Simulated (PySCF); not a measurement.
# SiH3Br: core binding energies at several levels of theory, part 2 of 2

PySCF 2.14.0. Atoms count from 0. Earlier steps stand in the parts before.

## Step 10: Core holes by ΔSCF: CAM-B3LYP, X2C

The job: settings as JSON, then the geometry in Å.

```
{"job": {"kind": "xps", "xc": "CAM-B3LYP"}, "charge": 0, "multiplicity": 1}
Si     0.418228     0.121748     0.078749
Br     2.636609     0.005734     0.211322
H     -0.162981    -0.491583     1.304581
H      0.019095     1.552906    -0.020291
H     -0.026293    -0.622861    -1.131632
```

Level: delta-SCF UKS CAM-B3LYP, pcX-2 on the ionised atom, pcseg-1 elsewhere, spin-free X2C.

Standard output:

```text
ground state, core basis on atom 0 (Si), 102 functions
  cycle   1  E = -2890.72393011  |g| = 2.47e-01
  cycle   2  E = -2890.73199972  |g| = 2.06e-01
  cycle   3  E = -2890.74388274  |g| = 1.05e-02
  cycle   4  E = -2890.74392207  |g| = 2.95e-03
  cycle   5  E = -2890.74392223  |g| = 5.09e-04
  cycle   6  E = -2890.74392606  |g| = 1.13e-04
  E(ground) = -2890.74762866 Eh
hole in Si 1s of atom 0
  cycle   1  E = -2821.79529608  |g| = 4.39e+00
  cycle   2  E = -2822.33759955  |g| = 1.82e+00
  cycle   3  E = -2822.77340479  |g| = 4.28e-01
  cycle   4  E = -2822.85645772  |g| = 1.49e-01
  cycle   5  E = -2822.87022294  |g| = 1.15e-02
  cycle   6  E = -2822.87028971  |g| = 2.39e-03
  cycle   7  E = -2822.87029535  |g| = 6.53e-04
  cycle   8  E = -2822.87029638  |g| = 2.71e-04
  E(ion) = -2822.87399999 Eh   <S^2> = 0.7519   hole on atom = 1.000   binding energy = 1846.936 eV
hole in Si 2p of atom 0
  cycle   1  E = -2886.44254833  |g| = 1.22e+00
  cycle   2  E = -2886.54329694  |g| = 8.57e-01
  cycle   3  E = -2886.75467553  |g| = 1.40e-01
  cycle   4  E = -2886.76638915  |g| = 3.94e-02
  cycle   5  E = -2886.76732438  |g| = 3.23e-03
  cycle   6  E = -2886.76733684  |g| = 1.11e-03
  cycle   7  E = -2886.76733881  |g| = 4.63e-04
  E(ion) = -2886.77109637 Eh   <S^2> = 0.7531   hole on atom = 1.002   binding energy = 108.207 eV
  2p3/2 = 107.935 eV   2p1/2 = 108.558 eV
```

Wall time 8 s (1 thread of Arm Neoverse N1, shared host); peak memory 0.37 GiB.

The holes in one table. −ε is the ground-state orbital energy:

```csv
hole,stands for,environment,ΔSCF (eV; 2p as the shell's mean),−ε (eV),⟨S²⟩,measured (eV)
Si1s on Si0,Si0,"silicon bonded to Br, 3 H",1846.94,1806.0,0.752,–
Si2p on Si0,Si0,"silicon bonded to Br, 3 H",108.14,102.0,0.753,107.94
```

Measured: gas; Jolly, Perry, The calculation of atomic charges by an electronegativity equalization procedure, LBL-2565 (Inorg. Chem. 1974, 13, 2686).

With the spin-orbit splitting: Si0 2p3/2 107.93, 2p1/2 108.56 eV. The table gives each 2p level as the mean over the whole 2p shell (two parts 2p3/2, one part 2p1/2), which differs a little from the single hole in the log.

## Step 11: X-ray photoelectron lines: SCAN, X2C

Same as in step 10 but for these lines:

```diff
@@ -1,2 +1,2 @@
-{"job": {"kind": "xps", "xc": "CAM-B3LYP"}, "charge": 0, "multiplicity": 1}
+{"job": {"kind": "xps", "basis": "pcX-1"}, "charge": 0, "multiplicity": 1}
 Si     0.418228     0.121748     0.078749
```

Level: delta-SCF UKS SCAN, pcX-1 on the ionised atom, pcseg-1 elsewhere, spin-free X2C.

Standard output:

```text
ground state, core basis on atom 0 (Si), 82 functions
  cycle   1  E = -2890.58451924  |g| = 2.03e-01
  cycle   2  E = -2890.57836080  |g| = 2.48e-01
  cycle   3  E = -2890.59713696  |g| = 2.47e-02
  cycle   4  E = -2890.59735342  |g| = 7.56e-03
  cycle   5  E = -2890.59737256  |g| = 1.11e-03
  cycle   6  E = -2890.59737066  |g| = 3.34e-04
  E(ground) = -2890.73055521 Eh
hole in Si 1s of atom 0
  cycle   1  E = -2821.62882315  |g| = 4.35e+00
  cycle   2  E = -2821.64891057  |g| = 2.14e+00
  cycle   3  E = -2822.18622867  |g| = 8.27e-01
  cycle   4  E = -2822.60357061  |g| = 3.32e-01
  cycle   5  E = -2822.68014354  |g| = 5.44e-02
  cycle   6  E = -2822.68187492  |g| = 1.83e-02
  cycle   7  E = -2822.68213780  |g| = 4.09e-03
  cycle   8  E = -2822.68214801  |g| = 1.06e-03
  cycle   9  E = -2822.68214564  |g| = 2.75e-04
  E(ion) = -2822.82153037 Eh   <S^2> = 0.7526   hole on atom = 1.000   binding energy = 1847.899 eV
hole in Si 2p of atom 0
  cycle   1  E = -2886.28483370  |g| = 1.22e+00
  cycle   2  E = -2886.04768019  |g| = 1.15e+00
  cycle   3  E = -2886.50974148  |g| = 3.51e-01
  cycle   4  E = -2886.59850629  |g| = 8.39e-02
  cycle   5  E = -2886.60329680  |g| = 1.29e-02
  cycle   6  E = -2886.60339981  |g| = 3.12e-03
  cycle   7  E = -2886.60340693  |g| = 9.01e-04
  cycle   8  E = -2886.60340840  |g| = 2.03e-04
  E(ion) = -2886.74610587 Eh   <S^2> = 0.7522   hole on atom = 1.002   binding energy = 108.422 eV
  2p3/2 = 108.147 eV   2p1/2 = 108.772 eV
```

Run time: 3.8 s. Hardware: 1 thread of Arm Neoverse N1, shared host; peak memory 0.37 GiB.

Binding energies by hole, beside the orbital energy of the ground state; the difference holds orbital relaxation and, for a density functional, its self-interaction error:

```csv
hole,stands for,environment,ΔSCF (eV; 2p as the shell's mean),−ε (eV),⟨S²⟩,measured (eV)
Si1s on Si0,Si0,"silicon bonded to Br, 3 H",1847.90,1794.5,0.753,–
Si2p on Si0,Si0,"silicon bonded to Br, 3 H",108.36,97.4,0.752,107.94
```

Measured: gas; Jolly, Perry, The calculation of atomic charges by an electronegativity equalization procedure, LBL-2565 (Inorg. Chem. 1974, 13, 2686).

With the spin-orbit splitting: Si0 2p3/2 108.15, 2p1/2 108.77 eV. The table gives each 2p level as the mean over the whole 2p shell (two parts 2p3/2, one part 2p1/2), which differs a little from the single hole in the log.

## Step 12: Core holes by ΔSCF: SCAN, X2C

Same as in step 11 but for these lines:

```diff
@@ -1,2 +1,2 @@
-{"job": {"kind": "xps", "basis": "pcX-1"}, "charge": 0, "multiplicity": 1}
+{"job": {"kind": "xps", "basis": "cc-pCVTZ"}, "charge": 0, "multiplicity": 1}
 Si     0.418228     0.121748     0.078749
```

Level: delta-SCF UKS SCAN, cc-pCVTZ on the ionised atom, pcseg-1 elsewhere, spin-free X2C.

Standard output:

```text
ground state, core basis on atom 0 (Si), 101 functions
  cycle   1  E = -2890.54950246  |g| = 1.97e-01
  cycle   2  E = -2890.54367402  |g| = 2.39e-01
  cycle   3  E = -2890.56071260  |g| = 2.94e-02
  cycle   4  E = -2890.56103291  |g| = 8.28e-03
  cycle   5  E = -2890.56105680  |g| = 1.49e-03
  cycle   6  E = -2890.56105918  |g| = 4.74e-04
  E(ground) = -2890.69443427 Eh
hole in Si 1s of atom 0
  cycle   1  E = -2821.61576042  |g| = 4.10e+00
  cycle   2  E = -2821.52798860  |g| = 2.19e+00
  cycle   3  E = -2822.13307099  |g| = 8.40e-01
  cycle   4  E = -2822.59363410  |g| = 3.18e-01
  cycle   5  E = -2822.66197958  |g| = 5.54e-02
  cycle   6  E = -2822.66362444  |g| = 1.61e-02
  cycle   7  E = -2822.66381426  |g| = 3.94e-03
  cycle   8  E = -2822.66382746  |g| = 1.44e-03
  cycle   9  E = -2822.66382875  |g| = 3.46e-04
  E(ion) = -2822.80343525 Eh   <S^2> = 0.7527   hole on atom = 1.000   binding energy = 1847.408 eV
hole in Si 2p of atom 0
  cycle   1  E = -2886.25084388  |g| = 1.25e+00
  cycle   2  E = -2885.95323428  |g| = 1.21e+00
  cycle   3  E = -2886.45340709  |g| = 3.98e-01
  cycle   4  E = -2886.56559578  |g| = 1.03e-01
  cycle   5  E = -2886.57277363  |g| = 1.46e-02
  cycle   6  E = -2886.57290156  |g| = 3.35e-03
  cycle   7  E = -2886.57290965  |g| = 1.10e-03
  cycle   8  E = -2886.57291158  |g| = 3.63e-04
  E(ion) = -2886.71580479 Eh   <S^2> = 0.7524   hole on atom = 1.003   binding energy = 108.264 eV
  2p3/2 = 108.000 eV   2p1/2 = 108.620 eV
```

Wall time 6.2 s (1 thread of Arm Neoverse N1, shared host); peak memory 0.37 GiB.

The holes in one table. −ε is the ground-state orbital energy:

```csv
hole,stands for,environment,ΔSCF (eV; 2p as the shell's mean),−ε (eV),⟨S²⟩,measured (eV)
Si1s on Si0,Si0,"silicon bonded to Br, 3 H",1847.41,1793.9,0.753,–
Si2p on Si0,Si0,"silicon bonded to Br, 3 H",108.21,97.3,0.752,107.94
```

Measured: gas; Jolly, Perry, The calculation of atomic charges by an electronegativity equalization procedure, LBL-2565 (Inorg. Chem. 1974, 13, 2686).

With the spin-orbit splitting: Si0 2p3/2 108.00, 2p1/2 108.62 eV. The table gives each 2p level as the mean over the whole 2p shell (two parts 2p3/2, one part 2p1/2), which differs a little from the single hole in the log.

## Step 13: Core-electron binding energies: SCAN, X2C

Same as in step 12 but for these lines:

```diff
@@ -1,2 +1,2 @@
-{"job": {"kind": "xps", "basis": "cc-pCVTZ"}, "charge": 0, "multiplicity": 1}
+{"job": {"kind": "xps", "basis": "def2-TZVP"}, "charge": 0, "multiplicity": 1}
 Si     0.418228     0.121748     0.078749
```

Method: delta-SCF UKS SCAN, def2-TZVP on the ionised atom, pcseg-1 elsewhere, spin-free X2C.

Standard output:

```text
ground state, core basis on atom 0 (Si), 79 functions
  cycle   1  E = -2890.53535504  |g| = 1.96e-01
  cycle   2  E = -2890.52950245  |g| = 2.37e-01
  cycle   3  E = -2890.54648004  |g| = 2.92e-02
  cycle   4  E = -2890.54680591  |g| = 7.41e-03
  cycle   5  E = -2890.54682368  |g| = 1.26e-03
  cycle   6  E = -2890.54682760  |g| = 4.71e-04
  E(ground) = -2890.68068286 Eh
hole in Si 1s of atom 0
  cycle   1  E = -2821.56006847  |g| = 2.95e+00
  cycle   2  E = -2821.45224323  |g| = 1.78e+00
  cycle   3  E = -2822.04563418  |g| = 7.46e-01
  cycle   4  E = -2822.46287160  |g| = 2.03e-01
  cycle   5  E = -2822.49104754  |g| = 3.52e-02
  cycle   6  E = -2822.49186829  |g| = 9.07e-03
  cycle   7  E = -2822.49193591  |g| = 2.12e-03
  cycle   8  E = -2822.49194034  |g| = 8.80e-04
  cycle   9  E = -2822.49194013  |g| = 2.68e-04
  E(ion) = -2822.63180452 Eh   <S^2> = 0.7526   hole on atom = 1.000   binding energy = 1851.704 eV
hole in Si 2p of atom 0
  cycle   1  E = -2886.23482220  |g| = 1.18e+00
  cycle   2  E = -2885.93669853  |g| = 1.13e+00
  cycle   3  E = -2886.42634291  |g| = 3.98e-01
  cycle   4  E = -2886.54427413  |g| = 7.65e-02
  cycle   5  E = -2886.54818984  |g| = 1.47e-02
  cycle   6  E = -2886.54832565  |g| = 2.39e-03
  cycle   7  E = -2886.54833308  |g| = 9.44e-04
  cycle   8  E = -2886.54833370  |g| = 2.28e-04
  E(ion) = -2886.69274859 Eh   <S^2> = 0.7520   hole on atom = 1.003   binding energy = 108.517 eV
  2p3/2 = 108.251 eV   2p1/2 = 108.866 eV
```

It took 4.4 s on 1 thread of Arm Neoverse N1, shared host; peak memory 0.37 GiB.

Binding energies by hole, beside the orbital energy of the ground state; the difference holds orbital relaxation and, for a density functional, its self-interaction error:

```csv
hole,stands for,environment,ΔSCF (eV; 2p as the shell's mean),−ε (eV),⟨S²⟩,measured (eV)
Si1s on Si0,Si0,"silicon bonded to Br, 3 H",1851.70,1795.5,0.753,–
Si2p on Si0,Si0,"silicon bonded to Br, 3 H",108.46,97.3,0.752,107.94
```

Measured: gas; Jolly, Perry, The calculation of atomic charges by an electronegativity equalization procedure, LBL-2565 (Inorg. Chem. 1974, 13, 2686).

With the spin-orbit splitting: Si0 2p3/2 108.25, 2p1/2 108.87 eV. The table gives each 2p level as the mean over the whole 2p shell (two parts 2p3/2, one part 2p1/2), which differs a little from the single hole in the log.

## Step 14: Core-electron binding energies: SCAN, X2C

Same as in step 13 but for these lines:

```diff
@@ -1,2 +1,2 @@
-{"job": {"kind": "xps", "basis": "def2-TZVP"}, "charge": 0, "multiplicity": 1}
+{"job": {"kind": "xps", "basis": "unc-def2-TZVP"}, "charge": 0, "multiplicity": 1}
 Si     0.418228     0.121748     0.078749
```

Level: delta-SCF UKS SCAN, unc-def2-TZVP on the ionised atom, pcseg-1 elsewhere, spin-free X2C.

Standard output:

```text
ground state, core basis on atom 0 (Si), 105 functions
  cycle   1  E = -2890.60094029  |g| = 2.01e-01
  cycle   2  E = -2890.59514729  |g| = 2.39e-01
  cycle   3  E = -2890.61196285  |g| = 3.15e-02
  cycle   4  E = -2890.61232649  |g| = 8.90e-03
  cycle   5  E = -2890.61235369  |g| = 1.48e-03
  cycle   6  E = -2890.61235319  |g| = 4.84e-04
  E(ground) = -2890.74540341 Eh
hole in Si 1s of atom 0
  cycle   1  E = -2821.64643386  |g| = 4.35e+00
  cycle   2  E = -2821.53774583  |g| = 2.22e+00
  cycle   3  E = -2822.11857598  |g| = 8.92e-01
  cycle   4  E = -2822.60537330  |g| = 3.74e-01
  cycle   5  E = -2822.69764544  |g| = 6.37e-02
  cycle   6  E = -2822.69976146  |g| = 2.18e-02
  cycle   7  E = -2822.70012049  |g| = 5.58e-03
  cycle   8  E = -2822.70014019  |g| = 1.62e-03
  cycle   9  E = -2822.70014009  |g| = 3.84e-04
  E(ion) = -2822.83944956 Eh   <S^2> = 0.7527   hole on atom = 1.000   binding energy = 1847.815 eV
hole in Si 2p of atom 0
  cycle   1  E = -2886.30421493  |g| = 1.23e+00
  cycle   2  E = -2885.98898061  |g| = 1.23e+00
  cycle   3  E = -2886.50857949  |g| = 3.94e-01
  cycle   4  E = -2886.61775852  |g| = 1.01e-01
  cycle   5  E = -2886.62459867  |g| = 1.48e-02
  cycle   6  E = -2886.62472575  |g| = 3.77e-03
  cycle   7  E = -2886.62473856  |g| = 1.02e-03
  cycle   8  E = -2886.62473887  |g| = 4.24e-04
  E(ion) = -2886.76728343 Eh   <S^2> = 0.7523   hole on atom = 1.002   binding energy = 108.250 eV
  2p3/2 = 107.983 eV   2p1/2 = 108.608 eV
```

Run time: 5.4 s. Hardware: 1 thread of Arm Neoverse N1, shared host; peak memory 0.37 GiB.

Binding energies by hole, beside the orbital energy of the ground state; the difference holds orbital relaxation and, for a density functional, its self-interaction error:

```csv
hole,stands for,environment,ΔSCF (eV; 2p as the shell's mean),−ε (eV),⟨S²⟩,measured (eV)
Si1s on Si0,Si0,"silicon bonded to Br, 3 H",1847.82,1794.5,0.753,–
Si2p on Si0,Si0,"silicon bonded to Br, 3 H",108.19,97.2,0.752,107.94
```

Measured: gas; Jolly, Perry, The calculation of atomic charges by an electronegativity equalization procedure, LBL-2565 (Inorg. Chem. 1974, 13, 2686).

With the spin-orbit splitting: Si0 2p3/2 107.98, 2p1/2 108.61 eV. The table gives each 2p level as the mean over the whole 2p shell (two parts 2p3/2, one part 2p1/2), which differs a little from the single hole in the log.

## Step 15: X-ray photoelectron lines: SCAN, non-relativistic

Same as in step 14 but for these lines:

```diff
@@ -1,2 +1,2 @@
-{"job": {"kind": "xps", "basis": "unc-def2-TZVP"}, "charge": 0, "multiplicity": 1}
+{"job": {"kind": "xps", "x2c": false}, "charge": 0, "multiplicity": 1}
 Si     0.418228     0.121748     0.078749
```

Level: delta-SCF UKS SCAN, pcX-2 on the ionised atom, pcseg-1 elsewhere, non-relativistic.

Standard output:

```text
ground state, core basis on atom 0 (Si), 102 functions
  cycle   1  E = -2865.19974910  |g| = 3.29e-01
  cycle   2  E = -2865.19811628  |g| = 1.93e-01
  cycle   3  E = -2865.20405629  |g| = 1.03e-01
  cycle   4  E = -2865.20735500  |g| = 1.24e-02
  cycle   5  E = -2865.20740365  |g| = 1.18e-03
  cycle   6  E = -2865.20740092  |g| = 2.50e-04
  E(ground) = -2865.34008131 Eh
hole in Si 1s of atom 0
  cycle   1  E = -2796.40700040  |g| = 4.32e+00
  cycle   2  E = -2796.32375816  |g| = 2.19e+00
  cycle   3  E = -2796.89811704  |g| = 8.75e-01
  cycle   4  E = -2797.36993119  |g| = 3.53e-01
  cycle   5  E = -2797.45279008  |g| = 5.90e-02
  cycle   6  E = -2797.45460212  |g| = 1.93e-02
  cycle   7  E = -2797.45488117  |g| = 4.76e-03
  cycle   8  E = -2797.45489696  |g| = 1.56e-03
  cycle   9  E = -2797.45489684  |g| = 4.01e-04
  E(ion) = -2797.59274530 Eh   <S^2> = 0.7528   hole on atom = 1.000   binding energy = 1843.499 eV
hole in Si 2p of atom 0
  cycle   1  E = -2860.89765177  |g| = 1.22e+00
  cycle   2  E = -2860.60363000  |g| = 1.20e+00
  cycle   3  E = -2861.11163306  |g| = 3.78e-01
  cycle   4  E = -2861.21165842  |g| = 9.16e-02
  cycle   5  E = -2861.21709739  |g| = 1.42e-02
  cycle   6  E = -2861.21721144  |g| = 3.79e-03
  cycle   7  E = -2861.21722314  |g| = 9.66e-04
  cycle   8  E = -2861.21722569  |g| = 4.24e-04
  E(ion) = -2861.35963239 Eh   <S^2> = 0.7522   hole on atom = 1.002   binding energy = 108.314 eV
  2p3/2 = 108.045 eV   2p1/2 = 108.665 eV
```

Wall time 4.9 s (1 thread of Arm Neoverse N1, shared host); peak memory 0.37 GiB.

The holes in one table. −ε is the ground-state orbital energy:

```csv
hole,stands for,environment,ΔSCF (eV; 2p as the shell's mean),−ε (eV),⟨S²⟩,measured (eV)
Si1s on Si0,Si0,"silicon bonded to Br, 3 H",1843.50,1790.3,0.753,–
Si2p on Si0,Si0,"silicon bonded to Br, 3 H",108.25,97.3,0.752,107.94
```

Measured: gas; Jolly, Perry, The calculation of atomic charges by an electronegativity equalization procedure, LBL-2565 (Inorg. Chem. 1974, 13, 2686).

With the spin-orbit splitting: Si0 2p3/2 108.04, 2p1/2 108.67 eV. The table gives each 2p level as the mean over the whole 2p shell (two parts 2p3/2, one part 2p1/2), which differs a little from the single hole in the log.

## Step 16: What came out

The summary covers parts 1 to 2.

| quantity | value |
| --- | --- |
| point group | C3v |
| rotational constants (main isotopes) | 83.99, 4.26, 4.26 GHz |
| Si1s binding energies, SCAN/pcX-2 | Si0 1847.85 eV |
| Si2p binding energies, SCAN/pcX-2 | Si0 108.21 eV |
| Si1s binding energies, r2SCAN/pcX-2 | Si0 1847.54 eV |
| Si2p binding energies, r2SCAN/pcX-2 | Si0 108.23 eV |
| Si1s binding energies, B3LYP/pcX-2 | Si0 1846.46 eV |
| Si2p binding energies, B3LYP/pcX-2 | Si0 108.14 eV |
| Si1s binding energies, PBE0/pcX-2 | Si0 1845.63 eV |
| Si2p binding energies, PBE0/pcX-2 | Si0 107.83 eV |
| Si1s binding energies, PBE/pcX-2 | Si0 1844.43 eV |
| Si2p binding energies, PBE/pcX-2 | Si0 107.44 eV |
| Si1s binding energies, TPSS/pcX-2 | Si0 1846.84 eV |
| Si2p binding energies, TPSS/pcX-2 | Si0 107.65 eV |
| Si1s binding energies, HF/pcX-2 | Si0 1848.87 eV |
| Si2p binding energies, HF/pcX-2 | Si0 107.76 eV |
| Si1s binding energies, CAM-B3LYP/pcX-2 | Si0 1846.94 eV |
| Si2p binding energies, CAM-B3LYP/pcX-2 | Si0 108.14 eV |
| Si1s binding energies, SCAN/pcX-1 | Si0 1847.90 eV |
| Si2p binding energies, SCAN/pcX-1 | Si0 108.36 eV |
| Si1s binding energies, SCAN/cc-pCVTZ | Si0 1847.41 eV |
| Si2p binding energies, SCAN/cc-pCVTZ | Si0 108.21 eV |
| Si1s binding energies, SCAN/def2-TZVP | Si0 1851.70 eV |
| Si2p binding energies, SCAN/def2-TZVP | Si0 108.46 eV |
| Si1s binding energies, SCAN/unc-def2-TZVP | Si0 1847.82 eV |
| Si2p binding energies, SCAN/unc-def2-TZVP | Si0 108.19 eV |
| Si1s binding energies, SCAN/pcX-2, non-relativistic | Si0 1843.50 eV |
| Si2p binding energies, SCAN/pcX-2, non-relativistic | Si0 108.25 eV |

What this shows: Single values in the summary come from the first run of each kind that ended normally (SCAN/pcX-2), which need not be the best level. Over 3 steps the energy fell by 0.067 eV; of the close pairs, Si0–H2 changed most, 1.447 to 1.489 Å. At SCAN/pcX-2 the measured binding energy compared here is missed by +0.27 eV. At r2SCAN/pcX-2 the measured binding energy compared here is missed by +0.29 eV. At B3LYP/pcX-2 the measured binding energy compared here is missed by +0.20 eV. At PBE0/pcX-2 the measured binding energy compared here is missed by -0.11 eV. At HF/pcX-2 the measured binding energy compared here is missed by -0.18 eV. At SCAN/pcX-1 the measured binding energy compared here is missed by +0.42 eV. At SCAN/unc-def2-TZVP the measured binding energy compared here is missed by +0.25 eV. At SCAN/pcX-2, non-relativistic the measured binding energy compared here is missed by +0.31 eV.
